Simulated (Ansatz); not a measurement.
# AlCl2HSe: taking an electron away

How much energy removes an electron from AlCl2HSe at fixed geometry? The cation is run at each level and the neutral's energy taken from earlier runs.

Method: unrestricted cation, the program's frozen cores in correlated methods; program: Ansatz 0.2.0, Gaussian basis.

Plan: UKS PBE-D4/def2-TZVPP; UKS r2SCAN-D4/def2-TZVPP; UKS PBE0-D4/def2-TZVPP; UKS B3LYP-D4/def2-TZVPP; UKS wB97X-V/def2-TZVPP; UKS wB97M-V/def2-TZVPP; UKS B2PLYP/def2-TZVPP; UHF-CCSD(T)/def2-TZVPP; UHF-MP2/def2-QZVPP; extrapolation to the limit; then −ε(HOMO) from the neutral's earlier runs with LDA (SPW92), PBE-D4, revPBE-D4, BLYP-D4, r2SCAN-D4, B97M-V, PBE0-D4, B3LYP-D4, r2SCANh-D4, r2SCAN0-D4, HSE06-D4, BHLYP-D4, CAM-B3LYP-D4, LC-ωPBE, ωB97X-V, ωB97M-V.

## Step 1: The geometry

The geometry comes from an earlier relaxation with PBE0-D4 in a triple-zeta def2 set; it is a stationary point.

5 atoms, charge 0, spin multiplicity 1.

Atoms are counted from 1 here; the program's logs count them from 0.

Bond lengths: Cl1–Al2 2.080 Å, Al2–Cl3 2.078 Å, Al2–Se4 2.290 Å, Se4–H5 1.470 Å. Angles: Cl1–Al2–Cl3 119.7°, Cl1–Al2–Se4 121.6°, Cl3–Al2–Se4 118.7°, Al2–Se4–H5 90.4°.

## Step 2: Cation, UKS PBE-D4/def2-TZVPP

Input file in.yaml:

```yaml
crystal:
  periodic: [false, false, false]
  atoms:
    - {symbol: Cl, position_ang: [-1.129102, -1.388582, 1.240079]}
    - {symbol: Al, position_ang: [0.378774, -0.407396, 0.195226]}
    - {symbol: Cl, position_ang: [2.327249, -1.125361, 0.281040]}
    - {symbol: Se, position_ang: [-0.051812, 1.460302, -1.058798]}
    - {symbol: H, position_ang: [-1.475208, 1.387438, -0.698949]}
basis:
  gaussian: {orbitals: def2-TZVPP}
total_charge: 1
magnetization: {spin_polarized: true, initial_magnetization: 1}
hamiltonian: {xc: pbe, dispersion: d4}
```

Started as:

```console
$ ansatz run in.yaml --threads 2 --pin off --events-out ev --progress --plain --max-ram 32768MiB --backend cpu
```

After this run come: Cation, UKS r2SCAN-D4/def2-TZVPP; Cation, UKS PBE0-D4/def2-TZVPP; Cation, UKS B3LYP-D4/def2-TZVPP; Cation, UKS wB97X-V/def2-TZVPP; Cation, UKS wB97M-V/def2-TZVPP; Cation, UKS B2PLYP (frozen core)/def2-TZVPP; Cation, UHF-CCSD(T)/def2-TZVPP; Cation, UHF-MP2/def2-QZVPP.

Q: Predict the results of all the runs planned. Wanted: ionisation energy, CCSD(T)/CBS; nearest functional by difference; nearest −ε(HOMO); −ε(HOMO) of PBE; T1 of the cation.

**Answer**, as computed:

| quantity | value |
| --- | --- |
| ionisation energy, CCSD(T)/CBS | 10.22 eV |
| nearest functional by difference | ωB97X-V (-0.14 eV) |
| nearest −ε(HOMO) | ωB97X-V (-0.12 eV) |
| −ε(HOMO) of PBE | 6.68 eV |
| T1 of the cation | 0.011 |

What this shows: By cation minus neutral, the functionals miss by 0.41 eV at most. The PBE orbital energy is 3.5 eV too small: a semilocal HOMO is no ionisation energy. Among orbital estimates ωB97X-V comes nearest. Hartree-Fock falls 1.17 eV short, as the neutral has more correlation energy than the cation. The cation may have settled in a state other than its lowest; no search over hole states beyond the program's own was made. Correlated methods include outer-core shells of Se, which these sets cover unevenly. With outer-core shells in play the reference is unsure by up to some tenths of an eV, so close misses can't be ranked.
